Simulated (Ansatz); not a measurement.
TiSn under changes of volume

One of the cells (21.965 Å³/atom); the others are scaled copies at fixed shape and fractional positions:

```
Ti Sn
1.0
     0.00000    2.80055    2.80055
     2.80055    0.00000    2.80055
     2.80055    2.80055    0.00000
Ti Sn
1 1
Direct
  0.00000 0.00000 0.00000
  0.50000 0.50000 0.50000
```

The cell was built by a generator and needn't be a form met in nature.

* Program: Ansatz 0.2.0
* Functional: PBE
* Potentials or basis: Ansatz PAW
* Cutoff: 420 eV (not typed: the program's choice for these potentials)
* k mesh: 8 × 8 × 8
* Occupations: fermi-dirac, width 0.05 eV
* Spin: no spin polarisation

| volume (Å³/atom) | energy over the lowest point (meV/atom) | pressure (GPa) |
| --- | --- | --- |
| 20.647 | 22.78 | 5.9 |
| 21.086 | 9.71 | 3.7 |
| 21.526 | ? | ? |
| 21.965 | 0.00 | 0.0 |
| 22.404 | 2.26 | -1.6 |
| 22.844 | 8.64 | -3.0 |
| 23.283 | 18.71 | -4.3 |

Question: What does the run at 21.526 Å³/atom give?

Answer: Energy over the lowest point 2.31 meV/atom; pressure 1.8 GPa.

Worked out: A Birch-Murnaghan fit of order 3 (a polynomial in V^(-2/3)) to the other rows has its minimum at 21.96 Å³/atom with B0 = V·E''(V) = 83 GPa and B' = 4.4. It gives 2.30 meV/atom at 21.526 Å³/atom, against the run's 2.31, and -dE/dV = 1.7 GPa, against 1.8.

Energies are extrapolated to zero smearing.
